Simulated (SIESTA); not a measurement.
The system is HfN.

```
Hf N
1.0
     3.13391    0.00000    0.00000
    -1.56695    2.71404    0.00000
     0.00000    0.00000    5.41677
Hf N
2 2
Cartesian
  0.0000 1.8094 1.3542
  1.5670 0.9047 4.0626
  0.0000 0.0000 2.7084
  0.0000 0.0000 0.0000
```

The cell comes from a database or a generator and needn't be the stable form of this composition.

| Property | Result |
| --- | --- |
| Program | SIESTA 5.4.2 |
| Task | single point |
| Functional | PBEsol |
| Potentials or basis | PseudoDojo 0.4 standard (PBEsol files) |
| Basis | DZP (energy shift 0.003 Ry; two zetas on semicore shells) |
| Grid cutoff | 800 Ry |
| Energy shift | 0.003 Ry |
| k mesh | 10 × 10 × 5 |
| Occupations | fermi-dirac, width 0.05 eV |
| Spin | no spin polarisation |

On this cell: pressure 0.7 GPa; largest force under 0.003 eV/Å; band gap on the k mesh none (metal or under the smearing width).

The same run follows on a disturbed copy (atoms moved at random, drawn with an rms of 0.05 Å):

```
CELL_PARAMETERS angstrom
3.13391 0.00000 0.00000
-1.56695 2.71404 0.00000
0.00000 0.00000 5.41677
ATOMIC_POSITIONS crystal
Hf 0.33366 0.65416 0.25049
Hf 0.66144 0.33566 0.74992
N 0.00764 0.99647 0.49177
N 0.00460 0.00224 0.99334
```

Q: What changes?

A: The energy (extrapolated to zero smearing) moves by +8.7 meV/atom; pressure 1.2 GPa; largest force 0.621 eV/Å; band gap on the k mesh none (metal or under the smearing width).

Forces on the atoms (eV/Å):
```
Hf  -0.006  0.337 -0.487
Hf   0.414 -0.077 -0.410
N   -0.296 -0.050  0.544
N   -0.111 -0.208  0.347
```

Stress tensor (GPa, compression positive):
```
 1.18 -0.27 -0.11
-0.27  0.84 -0.01
-0.11 -0.01  1.52
```

Caveats: short orbitals over semicore shells can move pressures by several GPa; the basis of atomic orbitals isn't converged, which shifts pressures, moduli and gaps.
